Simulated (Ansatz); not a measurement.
Task: a point defect in a supercell of GaSb, space group F-43m, with Ansatz 0.2.0, Python API. Give the script and its output. Level of theory (first run): PBE, PAW, the default cutoff (420 eV here), 2×2×2 k-points, Fermi-Dirac smearing of 0.05 eV.

```
Ga Sb
1.0
     0.00000    3.05900    3.05900
     3.05900    0.00000    3.05900
     3.05900    3.05900    0.00000
Ga Sb
1 1
Direct
  0.00000 0.00000 0.00000
  0.25000 0.25000 0.25000
```

The script, `run_defect.py`:
```python
from dataclasses import dataclass

import ansatz
import numpy as np


@dataclass
class Settings:
    kmesh: tuple[int, ...] = (2, 2, 2)
    filling: str = "fermi_dirac"
    width_ev: float = 0.05


cfg = Settings()

system = (
    ansatz.Lattice.of((0.0, 3.059, 3.059), (3.059, 0.0, 3.059), (3.059, 3.059, 0.0))
    .atom("Ga", (0.0, 0.0, 0.0))
    .atom("Sb", (0.25, 0.25, 0.25))
)
host = system.supercell(2)
defective = host.vacancy("Sb", at=(0.25, 0.25, 0.25))

def prepare(structure):
    return (
        structure.calculation()
        .functional(ansatz.Functional.PBE)
        .kpoints(*cfg.kmesh, center="gamma")
        .occupations(cfg.filling, width=cfg.width_ev)
        .band_table()
    )


perfect = prepare(host).run(threads=1).report
model = prepare(defective).forces()
result = model.run(threads=1)
data = result.report

n_host, n_defect = len(perfect["lattice"]["sites"]), len(data["lattice"]["sites"])
print(f"perfect cell: {n_host} atoms, F = {perfect['free_energy_ev']:.4f} eV")
print(f"defect cell:  {n_defect} atoms, F = {data['free_energy_ev']:.4f} eV")
print(f"difference {data['free_energy_ev'] - perfect['free_energy_ev']:.4f} eV (no chemical potentials)")

for site in result.lattice.sites:
    print(f"{site.symbol:2s}", " ".join(f"{v:8.4f}" for v in site.position_ang))

pull = np.linalg.norm(data["forces_ev_ang"], axis=1)
for atom in np.argsort(-pull)[:5]:
    print(f"force on {result.lattice.sites[atom].symbol}{atom}: {pull[atom]:.3f} eV/A")
```

```console
$ python run_defect.py
DeckWarning: basis.ecutwfc = 420 eV, auto-derived from the records' recommended cutoffs: set by Ga (normal level)
perfect cell: 16 atoms, F = -82141.0167 eV
defect cell:  15 atoms, F = -75654.7524 eV
difference 6486.2642 eV (no chemical potentials)
Ga   0.0000   0.0000   0.0000
Ga   3.0590   3.0590   0.0000
Sb   4.5885   4.5885   1.5295
Ga   3.0590   0.0000   3.0590
Sb   4.5885   1.5295   4.5885
Ga   6.1180   3.0590   3.0590
Sb   7.6475   4.5885   4.5885
Ga   0.0000   3.0590   3.0590
Sb   1.5295   4.5885   4.5885
Ga   3.0590   6.1180   3.0590
Sb   4.5885   7.6475   4.5885
Ga   3.0590   3.0590   6.1180
Sb   4.5885   4.5885   7.6475
Ga   6.1180   6.1180   6.1180
Sb   7.6475   7.6475   7.6475
force on Ga0: 0.380 eV/A
force on Ga1: 0.380 eV/A
force on Ga7: 0.380 eV/A
force on Ga3: 0.380 eV/A
force on Sb6: 0.072 eV/A
```
(Warnings from the package without file and line.)

Notes:
- Absolute energies stand on the zero of these potentials, so only differences at equal settings mean something. A total without «per atom» is that of the whole cell that was run.
- Extra carriers fill band states at a few k-points, so forces and energy hang on the mesh.
- Of the deposited cell: the entry's cell lengths or inner coordinates differ somewhat from later room-temperature determinations.
- The atoms stand at ideal sites; relaxing them can change energy and levels by an eV or more.
- The difference holds no chemical potentials.
- The structure is a deposited one; some such entries were measured under pressure or heat, so a shift against it needn't be the functional's error alone.
- The supercell is small, so the defect meets its images and the energies aren't those of an isolated defect; a partly filled defect level may also lower its energy by spin or distortion. For a charged cell the difference holds no correction, alignment or term for the electrons' reservoir.
- Wall time of the script: 19 s on 1 thread of Arm Neoverse V2, on a shared host, peak memory 0.85 GiB.
